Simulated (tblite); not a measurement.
# CH15NOSi5: the cost of one run

The runs use tblite 0.8.0 and PySCF 2.14.0, with density-fitted response routines of our own; the level of theory stands in each step. All values are computed, except where a source is named. Atoms count from 0, in the outputs and in this text.

### Step 1. The molecule as given

23 atoms, charge 0, multiplicity 1; geometry from: force field or distance geometry start.

Bonds of the start (Å): C0–O1 1.43, O1–Si2 1.66, Si2–Si3 2.25, Si3–Si4 2.26, Si3–Si5 2.25, Si3–Si6 2.22, Si6–N7 1.69, C0–H8 1.09, C0–H9 1.10, C0–H10 1.09, Si2–H11 1.48, Si2–H12 1.47, Si4–H13 1.48, Si4–H14 1.49, Si4–H15 1.48, Si5–H16 1.48, Si5–H17 1.48, Si5–H18 1.49, Si6–H19 1.48, Si6–H20 1.47, N7–H21 1.02, N7–H22 1.02.

### Step 2. Optimising the geometry with GFN2-xTB

What the job is given:

```
{"job": {"kind": "relax", "xc": "GFN2-xTB", "basis": "xTB"}, "charge": 0, "multiplicity": 1}
C      3.498400     1.732300     0.129100
O      2.145500     1.297600     0.283700
Si     1.684200    -0.103400    -0.476500
Si    -0.468600    -0.572900    -0.010800
Si    -0.658700    -0.915700     2.209900
Si    -0.988400    -2.468600    -1.102600
Si    -1.741600     1.116700    -0.686800
N     -3.401100     0.858200    -0.477700
H      3.713100     1.956900    -0.919000
H      3.611400     2.656400     0.710000
H      4.198500     0.994800     0.514300
H      1.855900     0.087100    -1.936500
H      2.564100    -1.200000    -0.040200
H     -2.044500    -1.286800     2.561700
H     -0.313500     0.318300     2.969800
H      0.235500    -2.010200     2.660500
H     -2.355200    -2.931700    -0.781400
H     -0.865200    -2.281000    -2.567600
H     -0.042900    -3.546900    -0.708100
H     -1.467400     2.364700     0.061400
H     -1.566200     1.385400    -2.120500
H     -3.681300     1.026700     0.485700
H     -3.916700     1.549000    -1.016800
```

Run with:

```sh
$ OMP_NUM_THREADS=1 python probes_run.py task.json out
```

The driver reads the jobs from task.json and runs them one after another.

**Question.** How long does this first job take on 1 thread of Arm Neoverse N1, shared host, and how much memory does it need?

About 2.6 s, with a peak of 0.18 GiB.
